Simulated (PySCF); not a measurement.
# C3H8BN: the cost of one run

Programs: PySCF 2.14.0, with density-fitted response routines of our own. Each step states its level of theory. These are calculated values for one molecule in the gas phase, unless marked as measured. Atoms count from 0, in the outputs and in this text.

## Step 1: Starting geometry

13 atoms, charge 0, multiplicity 1; geometry from: GFN2-xTB. The atoms were then displaced at random by about 0.01 Å, so the start is not that level's minimum.

Bonds of the start (Å): N0–B1 1.41, B1–C2 1.58, C2–C3 1.47, C3–C4 1.48, C4–C2 1.50, N0–H5 0.99, N0–H6 1.00, B1–H7 1.17, C2–H8 1.06, C3–H9 1.10, C3–H10 1.10, C4–H11 1.06, C4–H12 1.09.

## Step 2: Relaxing the molecule at PBE0-D3(BJ)/def2-SVP

The job: settings as JSON, then the geometry in Å.

```
{"job": {"xc": "PBE0", "basis": "def2-SVP", "d3": "d3bj", "grid": 1, "shake": 0.01, "kind": "geom"}, "charge": 0, "multiplicity": 1}
N      2.338710    -0.128380     0.144510
B      1.017140     0.117340     0.569250
C     -0.189210    -0.127150    -0.416490
C     -1.457430    -0.649510     0.102640
C     -1.400240     0.749890    -0.371510
H      3.131090     0.037010     0.709190
H      2.552720    -0.424060    -0.787270
H      0.865750     0.500570     1.665160
H      0.081340    -0.466400    -1.387250
H     -1.583570    -0.835680     1.176430
H     -2.035900    -1.367240    -0.494560
H     -1.861320     1.024620    -1.289770
H     -1.453240     1.552100     0.369340
```

The run is started by

```sh
$ OMP_NUM_THREADS=1 python probes_run.py task.json out
```

This one command runs all jobs of the session in turn.

Q: Estimate the wall time and peak memory of this first job on 1 thread of Arm Neoverse V2, shared host.

About 37 s, with a peak of 0.44 GiB.
